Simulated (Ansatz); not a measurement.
**B₂H₅NOSi: up Jacob's ladder to CCSD(T)**

One table from this session's results is given with a row withheld; the runs are named, their logs left out.

Method: functionals in def2-TZVPP, the program's frozen cores in correlated methods; program: Ansatz 0.2.0, Gaussian basis.

Plan: LDA (SPW92), PBE-D4, revPBE-D4, BLYP-D4, r2SCAN-D4, B97M-V, PBE0-D4, B3LYP-D4, r2SCANh-D4, r2SCAN0-D4, HSE06-D4, BHLYP-D4, CAM-B3LYP-D4, LC-ωPBE, ωB97X-V, ωB97M-V, B2PLYP, PBE-QIDH; CCSD(T)/def2-SVP; CCSD(T)/def2-TZVPP; MP2/def2-QZVPP; extrapolation to the limit; RPA on PBE.

### The geometry

All runs share one geometry, relaxed beforehand with PBE0-D4 in a triple-zeta def2 set.

SMILES `O[SiH]1BNB1`, 10 atoms, charge 0, spin multiplicity 1.

Atoms are counted from 1 here; the program's logs count them from 0.

Bond lengths: O1–Si2 1.654 Å, O1–H6 0.957 Å, Si2–B3 2.012 Å, Si2–B5 2.014 Å, Si2–H7 1.493 Å, B3–N4 1.431 Å, B3–H8 1.195 Å, N4–B5 1.431 Å, N4–H9 1.012 Å, B5–H10 1.195 Å. Angles: Si2–O1–H6 117.1°, O1–Si2–B3 124.5°, O1–Si2–B5 125.2°, O1–Si2–H7 109.8°, B3–Si2–B5 68.2°, B3–Si2–H7 111.9°, B5–Si2–H7 111.7°, Si2–B3–N4 90.4°, Si2–B3–H8 145.8°, N4–B3–H8 123.4°, B3–N4–B5 104.1°, B3–N4–H9 126.6°, B5–N4–H9 126.6°, Si2–B5–N4 90.4°, Si2–B5–H10 145.9°, N4–B5–H10 123.3°.

Set-up of the first run:

Input file in.yaml:

```yaml
crystal:
  periodic: [false, false, false]
  atoms:
    - {symbol: O, position_ang: [-0.561935, 0.712232, 2.225398]}
    - {symbol: Si, position_ang: [0.277322, 0.385714, 0.838557]}
    - {symbol: B, position_ang: [0.110706, -1.317293, -0.220323]}
    - {symbol: N, position_ang: [0.056769, -0.567366, -1.437852]}
    - {symbol: B, position_ang: [-0.391057, 0.729083, -1.029666]}
    - {symbol: H, position_ang: [-0.096527, 1.186086, 2.914487]}
    - {symbol: H, position_ang: [1.701491, 0.802926, 0.999429]}
    - {symbol: H, position_ang: [-0.042591, -2.501496, -0.170350]}
    - {symbol: H, position_ang: [0.043885, -0.942687, -2.378038]}
    - {symbol: H, position_ang: [-1.014963, 1.461503, -1.738843]}
basis:
  gaussian: {orbitals: def2-TZVPP}
hamiltonian: {xc: lda}
output: {orbitals: {seedname: orbitals}}
```

The run is started by

```
$ ansatz run in.yaml --threads 2 --pin off --events-out ev --progress --plain --max-ram 4352MiB
```

Among the steps run: LDA; PBE-D4 (GGA); revPBE-D4 (GGA); BLYP-D4 (GGA); r2SCAN-D4 (meta-GGA); B97M-V (meta-GGA); PBE0-D4 (hybrid); B3LYP-D4 (hybrid); r2SCANh-D4 (hybrid); r2SCAN0-D4 (hybrid); HSE06-D4 (hybrid); BHLYP-D4 (hybrid); CAM-B3LYP-D4 (range-separated); LC-ωPBE (range-separated); ωB97X-V (range-separated); ωB97M-V (range-separated); B2PLYP (double hybrid); PBE-QIDH (double hybrid).

One table of the session follows, with a row left open; its other results are not shown here.

It belongs to the step «Frontier levels by functional». 

```
  functional  HOMO (eV)  gap (eV)
 LDA (SPW92)      -5.63      3.45
      PBE-D4      -5.52      3.61
   revPBE-D4      -5.48      3.67
     BLYP-D4      -5.40      3.68
   r2SCAN-D4      -5.74      4.20
      B97M-V      -5.80      4.16
     PBE0-D4      -6.67      5.77
    B3LYP-D4      -6.49      5.39
  r2SCANh-D4      -6.17      4.98
  r2SCAN0-D4      -6.82      6.13
    HSE06-D4      -6.28      4.99
    BHLYP-D4      -7.75      7.92
CAM-B3LYP-D4      -8.00      8.21
     LC-ωPBE          ?         ?
     ωB97X-V      -8.97     10.24
     ωB97M-V      -8.77      9.78
```

Estimate the missing values for LC-ωPBE.

**Answer.** HOMO (eV): -9.30; gap (eV): 10.66. In the column «HOMO (eV)» it is the lowest.
